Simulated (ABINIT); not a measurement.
# P (Cmce) in ABINIT: settings compared

Aim: see how the results for P move with the level of theory and the settings. Levels: PBE, PBEsol. Tasks: optical spectrum.

Everything below comes from runs of ABINIT 10.8.3 (patched build). Logs are shortened: lines on timing, memory, paths and dates and some standing lists are left out, and cuts for length are marked. The log counts tension as positive stress, the text compression.

## Step 1: The structure

The structure is orthorhombic, space group Cmce (No. 64). Conventional cell: a = 3.295 Å, b = 10.930 Å, c = 4.544 Å, α = 90.00°, β = 90.00°, γ = 90.00°. Around P (site symmetry m) lie 3 P at 2.20 to 2.25 Å.

## Step 2: Optical spectrum, PBE

File run.abi:

```
ndtset 3

pp_dirpath "./"
pseudos "P.upf"

acell 3*1.0 Angstrom
rprim
     1.6477431241    -5.4650377251     0.0000000000
     1.6477431241     5.4650377251     0.0000000000
     0.0000000000     0.0000000000     4.5436355900
ntypat 1
znucl 15
natom 4
typat 1 1 1 1
chkprim 0
chksymtnons 0
tolsym 1.0e-6
xred
   0.9041431300   0.0958568700   0.5888151700
   0.0958568700   0.9041431300   0.4111848300
   0.5958568700   0.4041431300   0.0888151700
   0.4041431300   0.5958568700   0.9111848300

ecut 18.0

ngkpt 8 8 8
nshiftk 1
shiftk 0.0 0.0 0.0
istwfk *1

ixc 11

occopt 3
tsmear 0.05 eV

nstep 80

iomode 3
prteig 0
prtebands 0

nband1 14
tolvrs1 1.0e-12
prtden1 1
prtwf1 0
kptopt1 1

iscf2 -3
getden2 1
nband2 22
nbdbuf2 4
tolwfr2 1.0e-12
nstep2 120
prtden2 0
kptopt2 1

optdriver3 8
wfk_task3 "wfk_optics_fullbz"
getwfk3 2
nband3 18
kptopt3 1
prtevk3 1
inclvkb3 2
```

File optic.abi:

```
&FILES
 ddkfile_1 = 'runo_DS3_1_EVK.nc',
 ddkfile_2 = 'runo_DS3_2_EVK.nc',
 ddkfile_3 = 'runo_DS3_3_EVK.nc',
 wfkfile = 'runo_DS3_WFK.nc'
/
&PARAMETERS
 broadening = 0.007350,
 domega = 0.002,
 maxomega = 0.8,
 scissor = 0.000000,
 tolerance = 0.002
/
&COMPUTATIONS
 num_lin_comp = 3,
 lin_comp = 11,22,33,
 num_nonlin_comp = 0
/
```

Potentials or basis: PseudoDojo NC SR PBE v0.4.1 standard.

On the command line:

```console
abinit run.abi > log 2>&1
optic optic.abi > optic.log 2>&1
```

run.abo:

```text
.Version 10.8.3 of ABINIT
 DATASET    1 : space group Cm c a (# 64); Bravais oC (1-face-center ortho.)
================================================================================
 Values of the parameters that define the memory need for DATASET  1.
     intxc =       0    ionmov =       0      iscf =       7    lmnmax =       6
     lnmax =       6     mgfft =      45  mpssoang =       3    mqgrid =    3001
     natom =       4  nloc_mem =       1    nspden =       1   nspinor =       1
    nsppol =       1      nsym =       8    n1xccc =    2501    ntypat =       1
    occopt =       3   xclevel =       2
       mpw =        2029          nfft =       72900          nkpt =         105
================================================================================
================================================================================
[... 13 lines left out ...]
 DATASET    3 : space group Cm c a (# 64); Bravais oC (1-face-center ortho.)
================================================================================
 Values of the parameters that define the memory need for DATASET  3.
     intxc =       0    ionmov =       0      iscf =       7    lmnmax =       6
     lnmax =       6     mgfft =      45  mpssoang =       3    mqgrid =    3001
     natom =       4  nloc_mem =       1    nspden =       1   nspinor =       1
    nsppol =       1      nsym =       8    n1xccc =    2501    ntypat =       1
    occopt =       3   xclevel =       2
       mpw =        2029          nfft =       72900          nkpt =         105
================================================================================
================================================================================

--------------------------------------------------------------------------------
------------- Echo of variables that govern the present computation ------------
--------------------------------------------------------------------------------
 -outvars: echo values of preprocessed input variables --------
            acell      1.8897261259E+00  1.8897261259E+00  1.8897261259E+00 Bohr
              amu      3.09737620E+01
          chkprim           0
      chksymtnons           0
             ecut      1.80000000E+01 Hartree
           getden1          0
           getden2          1
           getden3          0
           getwfk1          0
           getwfk2          0
           getwfk3          2
             iscf1          7
             iscf2         -3
             iscf3          7
                       outvar_i_n : Printing only first  50 k-points.
              ixc          11
           jdtset        1    2    3
                       outvar_i_n : Printing only first  50 k-points.
         kptrlatt        8    0    0      0    8    0      0    0    8
          kptrlen      4.98205317E+01
            natom           4
            nband1         14
            nband2         22
            nband3         18
           nbdbuf1          0
[... 352 lines left out ...]
comment             : Components of total free energy in Hartree
kinetic             :  1.00644251781546E+01
hartree             :  3.66051689898446E+00
xc                  : -8.19482157190158E+00
Ewald energy        : -2.47391988684535E+01
psp_core            :  1.16751910501026E+00
local_psp           : -1.37236938495238E+01
non_local_psp       :  4.06755094335327E+00
internal            : -2.76977021643763E+01
'-kT*entropy'       : -1.26790022949031E-05
total_energy        : -2.76977148433786E+01
...

--- !EnergyTermsDC
iteration_state     : {dtset: 2, }
comment             : '"Double-counting" decomposition of free energy'
band_energy         : -1.17293921828647E+00
Ewald energy        : -2.47391988684535E+01
psp_core            :  1.16751910501026E+00
xc_dc               : -2.95308302767943E+00
internal            : -2.76977020094091E+01
'-kT*entropy'       : -1.26790022949031E-05
total_energy_dc     : -2.76977146884114E+01
...

================================================================================
== DATASET  3 ==================================================================

--- !DatasetInfo
iteration_state: {dtset: 3, }
dimensions: {natom: 4, nkpt: 105, mband: 18, nsppol: 1, nspinor: 1, nspden: 1, mpw: 2029, }
cutoff_energies: {ecut:  18.0, pawecutdg:  -1.0, }
electrons: {nelect:   2.00000000E+01, charge:   0.00000000E+00, occopt:   3.00000000E+00, tsmear:   1.83746611E-03, }
meta: {optdriver: 8, wfk_task: 7, }
...

 mkfilename : getwfk/=0, take file _WFK from output of DATASET   2.

 Exchange-correlation functional for the present dataset will be:
  GGA: Perdew-Burke-Ernzerhof functional - ixc=11
  J.P.Perdew, K.Burke, M.Ernzerhof, PRL 77, 3865 (1996)

--------------------------------------------------------------------------------

 Computation of velocity matrix elements (DDK)

 Parameters extracted from the Abinit header:
    ecut:     18.0
    nkpt:    512
    mband:   22
    nsppol:  1
    nspinor: 1
    useylm:  0
    inclvkb: 2
    bmin: 1, bmax: 22
    Computing diagonal and off-diagonal matrix elements
    Between band index bmin: 1, bmax: 22

== END DATASET(S) ==============================================================
================================================================================

 -outvars: echo values of variables after computation  --------
            acell      1.8897261259E+00  1.8897261259E+00  1.8897261259E+00 Bohr
           etotal1    -2.7697714688E+01
           etotal2    -2.7697714688E+01
           etotal3     0.0000000000E+00
            fcart1    -3.5426288672E-19  3.5776020665E-03 -5.8359669655E-03
                       7.8794375571E-19 -3.5776020665E-03  5.8359669655E-03
                      -1.1936403591E-18 -3.5776020665E-03 -5.8359669655E-03
                       7.5995949013E-19  3.5776020665E-03  5.8359669655E-03
            fcart3     0.0000000000E+00  0.0000000000E+00  0.0000000000E+00
                       0.0000000000E+00  0.0000000000E+00  0.0000000000E+00
                       0.0000000000E+00  0.0000000000E+00  0.0000000000E+00
                       0.0000000000E+00  0.0000000000E+00  0.0000000000E+00
            rprim      1.6477431241E+00 -5.4650377251E+00  0.0000000000E+00
                       1.6477431241E+00  5.4650377251E+00  0.0000000000E+00
                       0.0000000000E+00  0.0000000000E+00  4.5436355900E+00
           strten1    -6.1926995178E-05 -6.9697489286E-05 -7.5285638152E-05
                       0.0000000000E+00  0.0000000000E+00  0.0000000000E+00
           strten3     0.0000000000E+00  0.0000000000E+00  0.0000000000E+00
                       0.0000000000E+00  0.0000000000E+00  0.0000000000E+00
           xangst      1.6477431241E+00 -4.4173149036E+00  2.6753615623E+00
                       1.6477431241E+00  4.4173149036E+00  1.8682740277E+00
                       1.6477431241E+00 -1.0477228215E+00  4.0354376734E-01
                       1.6477431241E+00  1.0477228215E+00  4.1400918227E+00
             xred      9.0414313000E-01  9.5856870000E-02  5.8881517000E-01
                       9.5856870000E-02  9.0414313000E-01  4.1118483000E-01
                       5.9585687000E-01  4.0414313000E-01  8.8815170000E-02
                       4.0414313000E-01  5.9585687000E-01  9.1118483000E-01
 Calculation completed.
```

optic_0001_0001-linopt.out:

```text
#calculated the component:  1  1  of dielectric function
 #broadening:    0.000000E+00    7.350000E-03
 #scissors shift:    0.000000E+00
 #energy window:    2.705169E+01eV    9.941313E-01Ha
 # Energy(eV)         Im(eps(w))
    2.721139E-01    5.867632E-01
    8.163416E-01    7.084321E-01
    1.360569E+00    1.153501E+00
    1.904797E+00    2.156757E+00
    2.449025E+00    7.062236E+00
    2.993252E+00    1.148571E+01
[... 32 lines left out ...]
    2.095277E+01    2.256780E-02
    2.149700E+01    1.843328E-02
[... 169 lines left out ...]
    1.904797E+00    3.795898E-01
    2.449025E+00    4.158569E-01
    2.993252E+00    4.404201E-01
[... 32 lines left out ...]
    2.095277E+01    9.728727E-02
    2.149700E+01    7.678694E-02
 # Energy(eV)         absorption coeff (in 10^6 m-1) = omega Im(eps) / c n(eps)
    1.632683E-01    8.718975E-02
    7.074960E-01    6.342199E-01
    1.251724E+00    1.693710E+00
    1.795951E+00    3.833772E+00
    2.340179E+00    1.586089E+01
    2.884407E+00    3.327276E+01
[... 32 lines left out ...]
    2.084392E+01    4.964245E+00
    2.138815E+01    3.682273E+00
```

It took 4.6 min on 1 thread of Arm Neoverse V1, shared host; peak memory 0.44 GiB.

Results:

```
Free energy            : -753.6932 eV
Pressure               : 2.0 GPa
Largest force          : 0.352 eV/Å
Band gap on the k mesh : 0.09 eV, direct
```

Forces on the atoms (eV/Å):
```
P    0.000  0.184 -0.300
P    0.000 -0.184  0.300
P    0.000 -0.184 -0.300
P    0.000  0.184  0.300
```

Stress tensor (GPa, compression positive):
```
1.82 0.00 0.00
0.00 2.05 0.00
0.00 0.00 2.21
```

Dielectric function (mean over the directions given):
| energy (eV) | real part | imaginary part |
| --- | --- | --- |
| 0.33 | 13.65 | 1.83 |
| 0.76 | 12.31 | 1.83 |
| 1.31 | 13.24 | 2.43 |
| 1.74 | 13.64 | 3.78 |
| 2.29 | 14.73 | 5.49 |
| 2.83 | 13.96 | 7.78 |
| 3.27 | 14.07 | 10.07 |
| 3.81 | 11.36 | 16.60 |
| 4.25 | 6.83 | 16.83 |
| 4.79 | 1.85 | 16.02 |
| 5.33 | -3.16 | 12.23 |
| 5.77 | -2.23 | 9.94 |
| 6.31 | -2.67 | 8.80 |
| 6.75 | -2.89 | 8.50 |
| 7.29 | -3.37 | 7.32 |
| 7.84 | -4.70 | 5.87 |
| 8.27 | -4.40 | 4.38 |
| 8.82 | -3.85 | 3.16 |
| 9.36 | -3.44 | 2.37 |
| 9.80 | -2.93 | 1.93 |
| 10.34 | -2.60 | 1.49 |
| 10.78 | -2.26 | 1.22 |
| 11.32 | -1.89 | 1.03 |
| 11.86 | -1.68 | 0.85 |
| 12.30 | -1.49 | 0.67 |
| 12.84 | -1.26 | 0.56 |
| 13.28 | -1.09 | 0.44 |
| 13.82 | -0.88 | 0.38 |
| 14.37 | -0.73 | 0.31 |
| 14.80 | -0.62 | 0.27 |
| 15.35 | -0.49 | 0.21 |
| 15.89 | -0.37 | 0.18 |
| 16.33 | -0.30 | 0.16 |
| 16.87 | -0.20 | 0.12 |
| 17.31 | -0.13 | 0.11 |
| 17.85 | -0.05 | 0.08 |
| 18.39 | 0.02 | 0.07 |
| 18.83 | 0.07 | 0.06 |
| 19.38 | 0.14 | 0.05 |
| 19.92 | 0.19 | 0.04 |

Caveat: the cutoff is short for stress, so the pressure is rough; the intraband (Drude) term is left out; spectra need much finer meshes, so this one isn't converged; independent-particle spectra lack excitons. A k mesh can miss the band edges.

(Continued in part 2 of 2.)
